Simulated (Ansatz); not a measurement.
# CH2BFI+ (SMILES B[C+](F)I): single points off equilibrium

An exercise on one series of results from a longer session: the logs are not shown, and one member is left open.

Method: single points in def2-TZVPP; program: Ansatz 0.2.0, Gaussian basis.

Correlated methods freeze the cores. Filled d shells of the heavier atoms are correlated. Core potentials replace the inner electrons past krypton, and spin-orbit coupling is left out.

### The system as given

SMILES `B[C+](F)I`, 6 atoms, charge 1, spin multiplicity 1.

Atoms are counted from 1 here; the program's logs count them from 0.

Bond lengths: B1–C2 1.577 Å, B1–H5 1.180 Å, B1–H6 1.242 Å, C2–F3 1.345 Å, C2–I4 2.115 Å. Angles: C2–B1–H5 128.9°, C2–B1–H6 121.7°, H5–B1–H6 108.9°, B1–C2–F3 127.9°, B1–C2–I4 113.1°, F3–C2–I4 119.0°.

Coordinates:

```csv
atom,x (Å),y (Å),z (Å)
B1,0.05980,0.87080,0.08590
C2,-0.12250,-0.68420,0.27750
F3,-0.29150,-1.35980,1.42780
I4,-0.07470,-1.75660,-1.54510
H5,-0.75350,1.68630,-0.16970
H6,1.18460,1.39340,0.02940
```

The first run:

Input file run/in.yaml:

```yaml
crystal:
  periodic: [false, false, false]
  atoms:
    - {symbol: B, position_ang: [0.059800, 0.870800, 0.085900]}
    - {symbol: C, position_ang: [-0.122500, -0.684200, 0.277500]}
    - {symbol: F, position_ang: [-0.291500, -1.359800, 1.427800]}
    - {symbol: I, position_ang: [-0.074700, -1.756600, -1.545100]}
    - {symbol: H, position_ang: [-0.753500, 1.686300, -0.169700]}
    - {symbol: H, position_ang: [1.184600, 1.393400, 0.029400]}
basis:
  gaussian: {orbitals: def2-TZVPP}
total_charge: 1
correlation: {method: ccsd_t}
output: {forces: true}
```

No record of the launch command was kept for these runs.

Among the steps run: CCSD(T)/def2-TZVPP; PBE0-D4/def2-TZVPP; wB97M-V/def2-TZVPP; r2SCAN-D4/def2-TZVPP; PBE-D4/def2-TZVPP; B97M-V/def2-TZVPP; CAM-B3LYP-D4/def2-TZVPP.

One of the session's tables, all rows but one given; the rest of the session is left out.

```
      method  RMS force component (eV/Å)  angle to CCSD(T) forces (°)
     CCSD(T)                       1.210                    reference
     PBE0-D4                           ?                            ?
     wB97M-V                       1.243                          6.9
   r2SCAN-D4                       1.071                         15.5
      PBE-D4                       0.913                         20.1
      B97M-V                       1.122                         16.4
CAM-B3LYP-D4                       1.243                          9.5
```

Estimate the missing values for PBE0-D4.

**Answer.** RMS force component (eV/Å): 1.232; angle to CCSD(T) forces (°): 12.9. In the column «RMS force component (eV/Å)» it lies between CCSD(T) (1.210) and wB97M-V (1.243).
